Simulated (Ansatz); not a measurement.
**CH3Te−: functionals against CCSD(T) at one geometry**

An exercise on one series of results from a longer session: the logs are not shown, and one member is left open.

Method: single points in def2-TZVPPD; program: Ansatz 0.2.0, Gaussian basis.

Correlated methods freeze the cores. Filled d shells of the heavier atoms are correlated. Core potentials replace the inner electrons past krypton, and spin-orbit coupling is left out.

**Where the work starts**

SMILES `[CH2-][TeH]`, 5 atoms, charge -1, spin multiplicity 1.

Atoms are counted from 1 here; the program's logs count them from 0.

Bond lengths: C1–Te2 2.277 Å, C1–H3 0.961 Å, C1–H4 1.106 Å, Te2–H5 1.881 Å. Angles: Te2–C1–H3 108.4°, Te2–C1–H4 106.4°, H3–C1–H4 121.4°, C1–Te2–H5 117.5°.

Coordinates:

```xyz
5
charge -1, multiplicity 1
C    -0.24070   -1.03300    0.34580
Te    1.15090    0.76750    0.27100
H    -0.95770   -0.83770    0.95470
H    -0.43910   -1.31860   -0.70430
H     0.49740    2.33870   -0.52940
```

The first run:

run/in.yaml reads:

```yaml
crystal:
  periodic: [false, false, false]
  atoms:
    - {symbol: C, position_ang: [-0.240700, -1.033000, 0.345800]}
    - {symbol: Te, position_ang: [1.150900, 0.767500, 0.271000]}
    - {symbol: H, position_ang: [-0.957700, -0.837700, 0.954700]}
    - {symbol: H, position_ang: [-0.439100, -1.318600, -0.704300]}
    - {symbol: H, position_ang: [0.497400, 2.338700, -0.529400]}
basis:
  gaussian: {orbitals: "def2-TZVPPD.json"}
total_charge: -1
correlation: {method: ccsd_t}
output: {forces: true}
```

The basis file named in the input lies beside it (Basis Set Exchange, JSON).

No record of the launch command was kept for these runs.

Among the steps run: CCSD(T)/def2-TZVPPD; PBE0-D4/def2-TZVPPD; wB97M-V/def2-TZVPPD; r2SCAN-D4/def2-TZVPPD; PBE-D4/def2-TZVPPD; r2SCAN0-D4/def2-TZVPPD; BHLYP-D4/def2-TZVPPD.

One table of the session follows, with a row left open; its other results are not shown here.

```
    method  RMS force component (eV/Å)  angle to CCSD(T) forces (°)
   CCSD(T)                       2.673                    reference
   PBE0-D4                       2.688                          0.9
   wB97M-V                       2.643                          2.2
 r2SCAN-D4                           ?                            ?
    PBE-D4                       2.678                          3.6
r2SCAN0-D4                       2.654                          1.9
  BHLYP-D4                       2.586                          3.8
```

Estimate the missing values for r2SCAN-D4.

The run gave: RMS force component (eV/Å): 2.643; angle to CCSD(T) forces (°): 1.6.
